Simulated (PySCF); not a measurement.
# CH5GeOP: the cost of one run

The runs use PySCF 2.14.0, with density-fitted response routines of our own; the level of theory stands in each step. All values are computed, except where a source is named. Atoms count from 0, in the outputs and in this text.

## 1. Starting geometry

9 atoms, charge 0, multiplicity 1; geometry from: GFN2-xTB.

Bonds of the start (Å): O0–C1 1.20, C1–Ge2 2.02, Ge2–P3 2.30, C1–H4 1.11, Ge2–H5 1.51, Ge2–H6 1.52, P3–H7 1.39, P3–H8 1.39.

## 2. TDDFT and polarisability: B3LYP/def2-SVPD

Job settings and geometry (Å):

```
{"job": {"kind": "uv", "xc": "B3LYP", "basis": "def2-SVPD", "nstates": 8, "ntriplets": 3}, "charge": 0, "multiplicity": 1}
O     -1.969421     1.081213     0.455506
C     -1.453288     0.016957     0.641416
Ge     0.070127    -0.671217    -0.485474
P      1.982676     0.606769    -0.468216
H     -1.789645    -0.631557     1.474259
H     -0.422799    -0.780178    -1.907106
H      0.345329    -2.099282    -0.059226
H      1.996358     0.699216     0.920509
H      1.254225     1.784071    -0.596848
```

Level: TDDFT B3LYP/def2-SVPD, vertical, gas phase, core orbitals frozen in the response.

On the command line:

```bash
$ OMP_NUM_THREADS=1 python probes_run.py task.json out
```

The driver reads the jobs from task.json and runs them one after another.

**Question.** How long does this first job take on 1 thread of AMD EPYC, shared host, and how much memory does it need?

About 32 s, with a peak of 0.58 GiB.
